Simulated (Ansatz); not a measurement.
# C₂H₇AlF₃N: basis-set convergence

One table from this session's results is given with a row withheld; the runs are named, their logs left out.

Program: Ansatz 0.2.0, Gaussian basis. Level of theory: one geometry, several basis sets. These are calculated values, not measurements.

Levels to be run: PBE0-D4/def2-SVP; ωB97M-V/def2-SVP; PBE0-D4/def2-QZVPP; ωB97M-V/def2-QZVPP; the functionals' def2-TZVPP values are taken from earlier runs.

## The geometry

All runs share one geometry, relaxed beforehand with PBE0-D4 in a triple-zeta def2 set.

14 atoms, charge 0, spin multiplicity 1.

Atoms are counted from 1 here; the program's logs count them from 0.

Bond lengths: C1–N2 1.473 Å, C1–H8 1.093 Å, C1–H9 1.089 Å, C1–H10 1.090 Å, N2–C3 1.473 Å, N2–Al4 1.982 Å, N2–H11 1.017 Å, C3–H12 1.093 Å, C3–H13 1.089 Å, C3–H14 1.090 Å, Al4–F5 1.659 Å, Al4–F6 1.659 Å, Al4–F7 1.660 Å. Angles: N2–C1–H8 111.0°, N2–C1–H9 109.2°, N2–C1–H10 108.5°, H8–C1–H9 110.0°, H8–C1–H10 109.3°, H9–C1–H10 108.7°, C1–N2–C3 112.2°, C1–N2–Al4 110.9°, C1–N2–H11 108.2°, C3–N2–Al4 110.9°, C3–N2–H11 108.2°, Al4–N2–H11 106.2°, N2–C3–H12 111.0°, N2–C3–H13 109.2°, N2–C3–H14 108.5°, H12–C3–H13 110.0°, H12–C3–H14 109.3°, H13–C3–H14 108.7° and more.

The first run:

in.yaml

```yaml
crystal:
  periodic: [false, false, false]
  atoms:
    - {symbol: C, position_ang: [-0.222681, 0.126718, 1.459480]}
    - {symbol: N, position_ang: [-0.173387, -0.406540, 0.087067]}
    - {symbol: C, position_ang: [1.182272, -0.840844, -0.292214]}
    - {symbol: Al, position_ang: [-0.881210, 0.914121, -1.209859]}
    - {symbol: F, position_ang: [-0.784101, 0.062038, -2.629881]}
    - {symbol: F, position_ang: [-2.406173, 1.174739, -0.611099]}
    - {symbol: F, position_ang: [0.206938, 2.152998, -1.018441]}
    - {symbol: H, position_ang: [0.150909, -0.606775, 2.178448]}
    - {symbol: H, position_ang: [-1.249903, 0.396139, 1.702057]}
    - {symbol: H, position_ang: [0.394855, 1.023704, 1.505092]}
    - {symbol: H, position_ang: [-0.791378, -1.212870, 0.036802]}
    - {symbol: H, position_ang: [1.567377, -1.582658, 0.411989]}
    - {symbol: H, position_ang: [1.155670, -1.260078, -1.297271]}
    - {symbol: H, position_ang: [1.837610, 0.030106, -0.293169]}
basis:
  gaussian: {orbitals: def2-SVP}
hamiltonian: {xc: pbe0, dispersion: d4}
output: {orbitals: {seedname: orbitals}}
```

Started as:

```sh
$ ansatz run in.yaml --threads 4 --pin off --events-out ev --progress --plain --max-ram 11315MiB
```

Steps of the session up to this table: PBE0-D4 in def2-SVP; ωB97M-V in def2-SVP; PBE0-D4 in def2-QZVPP; ωB97M-V in def2-QZVPP.

One of the session's tables, all rows but one given; the rest of the session is left out.

It belongs to the step «Density functionals: the series». 

| functional | basis | HOMO (eV) | LUMO (eV) |
| --- | --- | --- | --- |
| PBE0-D4 | def2-SVP | ? | ? |
| PBE0-D4 | def2-TZVPP | -9.82 | 0.07 |
| PBE0-D4 | def2-QZVPP | -9.85 | -0.27 |
| ωB97M-V | def2-SVP | -12.09 | 2.15 |
| ωB97M-V | def2-TZVPP | -12.18 | 1.53 |
| ωB97M-V | def2-QZVPP | -12.20 | 0.88 |

**Question.** Estimate the row for PBE0-D4, def2-SVP.

As computed: HOMO (eV): -9.74; LUMO (eV): 0.53. In the column «HOMO (eV)» it is the highest.
